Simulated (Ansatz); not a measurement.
# BiTe (R-3m): spin response to a magnetic field, by script

The task is the spin response to a magnetic field, for BiTe (R-3m).

Program: Ansatz 0.2.0, driven from Python. Level of theory: DFT PBEsol, plane waves, PAW. These are calculated values, not measurements.

## Step 1: Starting point

The structure is trigonal, space group R-3m (No. 166). Conventional cell: a = 4.845 Å, b = 4.845 Å, c = 9.952 Å, α = 90.00°, β = 90.00°, γ = 120.00°. Bi (site symmetry -3m) is surrounded by 6 Te at 3.25 Å. Te (site symmetry -3m) has 6 Bi at 3.25 Å as nearest neighbours.

No structure file is read: the coordinates are typed or built in the script.

## Step 2: The code

Input file bite.py:

```python
"""Spin moment of BiTe in a magnetic field."""

import ansatz as az
import numpy as np
import pandas as pd

lattice = az.Lattice.of(
    [2.42270777, 1.39875098, 3.31729195],
    [-2.42270777, 1.39875098, 3.31729195],
    [0.0, -2.79750197, 3.31729195],
)
sites = [
    ("Bi", [0.5, 0.5, 0.5]),
    ("Te", [0.0, 0.0, 0.0]),
]
structure = az.Crystal(lattice=lattice)
for symbol, position in sites:
    structure = structure.atom(symbol, position)

model = (
    structure.calculation()
    .functional("pbesol")
    .pseudopotentials("paw")
    .basis(17 * az.Ha)
    .kpoints(density=3.4)
    .occupations("Fermi-Dirac", width=0.05)
    .scf(tolerance=1e-07)
    .spin("collinear")
)
# the field acts on the spins alone; such large fields lift the response over the noise
rows = []
for tesla in [0, 250, 500]:
    summary = (model.magnetic_field(tesla) if tesla else model).run().report
    rows.append((tesla, summary["magnetization_mub"], summary["free_energy_ev"], summary["components"].get("e_zeeman", 0.0)))
print(pd.DataFrame(rows, columns=["B (T)", "moment muB", "F eV", "Zeeman term eV"]).round(4).to_string(index=False))
slope = np.polyfit([row[0] for row in rows], [row[1] for row in rows], 1)[0]
print(f"dM/dB = {1000 * slope:.4f} muB per 1000 T per cell")
```

## Step 3: What the engine is handed

The engine receives this input (first run):

```yaml
crystal:
  lattice:
    - [2.42270777, 1.39875098, 3.31729195]
    - [-2.42270777, 1.39875098, 3.31729195]
    - [0.0, -2.79750197, 3.31729195]
  atoms:
    - { symbol: Bi, position: [0.5, 0.5, 0.5] }
    - { symbol: Te, position: [0.0, 0.0, 0.0] }
basis:
  ecutwfc: 462.593566181796
kpoints:
  mp_grid:
    kspacing: 0.29411764705882354
hamiltonian:
  xc: pbesol
  pseudopotentials:
    kind: paw
magnetization:
  spin_polarized: true
scf:
  convergence:
    dr2_threshold: 1.0e-07
  occupations:
    method: fermi_dirac
    width: 0.05
```

## Step 4: Launch

The run is started by

```
$ python bite.py
```

Q: Predict the main results. Wanted: dM/dB; range of energy.

As calculated:

| quantity | value |
| --- | --- |
| dM/dB | 0.0888 μB per 1000 T per cell |
| runs compared | 3 |
| range of energy | 0.32 meV/atom |

**Reading.** All 3 runs converged, in 8 to 17 cycles. What to keep in mind:
- The mesh is modest for a metal, so energies can be off by several to tens of meV an atom and pressures by half a GPa or more; differences at equal mesh fare better.
- Spin-orbit coupling, which matters for elements this heavy, is left out.
- The structure comes from a database of computed cells and needn't be a stable or known phase.
- Orbital magnetism is left out. The response of a metal hangs strongly on mesh and smearing, and a straight-line fit holds only where the moment is linear in the field.
